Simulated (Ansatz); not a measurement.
# TiN: the cost of one run

Method: DFT PBE, scalar-relativistic, plane waves, PAW, in Ansatz 0.2.0.

2 further runs of the same task are left out: 2 set aside as unsound or not needed.

## Step 1: Starting point

Symmetry: Fm-3m, No. 225, cubic system. The conventional cell has a = 4.247 Å, b = 4.247 Å, c = 4.247 Å, α = 90.00°, β = 90.00°, γ = 90.00°. Around Ti (site symmetry m-3m) lie 6 N at 2.12 Å. N (site symmetry m-3m) is surrounded by 6 Ti at 2.12 Å.

Structure file:

```xyz
2
Lattice="0.0000 2.1234 2.1234 2.1234 0.0000 2.1234 2.1234 2.1234 0.0000" Properties=species:S:1:pos:R:3 pbc="T T T"
Ti    0.0000    0.0000    0.0000
N     2.1234    2.1234    2.1234
```

It is the result of an earlier relaxation at this level (volume 9.57 Å³/atom; gap on the mesh: none (metal)).

## Step 2: The film's bulk: Al

Relaxed beforehand at this level: -537.4996 eV/atom, gap on the mesh none (metal).

```cif
data_structure
_symmetry_space_group_name_H-M 'Fm-3m'
_symmetry_Int_Tables_number 225
_cell_length_a 4.0406
_cell_length_b 4.0406
_cell_length_c 4.0406
_cell_angle_alpha 90.000
_cell_angle_beta 90.000
_cell_angle_gamma 90.000
_cell_volume 65.97
loop_
_atom_site_label
_atom_site_type_symbol
_atom_site_symmetry_multiplicity
_atom_site_Wyckoff_symbol
_atom_site_fract_x
_atom_site_fract_y
_atom_site_fract_z
_atom_site_occupancy
Al1 Al 4 a 0.00000 0.00000 0.00000 1
```

## Step 3: Bulk reference on the slab's mesh

Contents of input.yaml:

```yaml
crystal:
  lattice:
    - [3.0029763831, 0.0, 0.0]
    - [0.0, 3.0029763831, 0.0]
    - [-1.5014881916, -1.5014881916, 2.1234249642]
  atoms:
    - { symbol: Ti, position: [0.0, 0.0, 0.0] }
    - { symbol: "N", position: [0.5, 0.5, 0.0] }
basis:
  ecutwfc: 420
kpoints:
  mp_grid: { grid: [12, 12, 16] }
hamiltonian:
  xc: pbe
scf:
  occupations: { method: gaussian, width: 0.1 }
output:
  forces: true
  stress: true
  eigenvalues: true
```

The run is started by

```sh
$ ansatz run input.yaml --threads 4 --pin off --max-ram 10240MiB --backend cpu --events-out ev --progress --plain --runs-dir out
```

**Question.** How long does this run take on 4 threads of Arm Neoverse V1, shared host, and how much memory does it need?

About 2.9 s, with a peak of 0.44 GiB.
